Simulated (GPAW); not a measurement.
A run of GPAW 26.7.0:

The input run.py:

```python
from ase import Atoms
from ase.filters import FrechetCellFilter
from ase.io import write
from ase.optimize import BFGS
from gpaw import GPAW, PW

atoms = Atoms(['Ta', 'Te'],
              cell=[[3.42009, 0.0, 0.0],
                    [0.0, 3.42009, 0.0],
                    [0.0, 0.0, 3.42009]],
              scaled_positions=[[0.5, 0.5, 0.5],
                                [0.0, 0.0, 0.0]],
              pbc=True)

calc = GPAW(mode=PW(600),
            xc='LDA',
            kpts={'size': (8, 8, 8), 'gamma': True},
            occupations={'name': 'fermi-dirac', 'width': 0.05},
            nbands=20,
            convergence={'density': 1e-05, 'forces': 0.0001},
            maxiter=150,
            txt='gpaw.txt')
atoms.calc = calc
opt = BFGS(FrechetCellFilter(atoms), trajectory='relax.traj', logfile='-')
done = opt.run(fmax=0.02, steps=60)
calc.write('gs.gpw')
write('result.traj', atoms)
print('Converged:', done)
print('Cell:', atoms.cell.cellpar().round(4))
print('Volume:', round(atoms.get_volume(), 4))
print(atoms.get_scaled_positions().round(5))
```

Potentials or basis: the program's PAW data sets (release 1.2.1) made for this functional, pw.

Run with:

```bash
$ OMP_NUM_THREADS=1 python run.py
```

Hardware: 1 thread of Intel(R) Xeon(R) Processor @ 2.50GHz (Skylake/Cascade Lake), with other jobs on the host.

Task: How long does it take, and how much memory?

Result: Wall time 65 s on 1 thread of Intel(R) Xeon(R) Processor @ 2.50GHz (Skylake/Cascade Lake), with other jobs on the host, peak memory 0.21 GiB. Counts: scf iterations 38, plane waves 1357, bands 20, k points 35, ion steps 4.
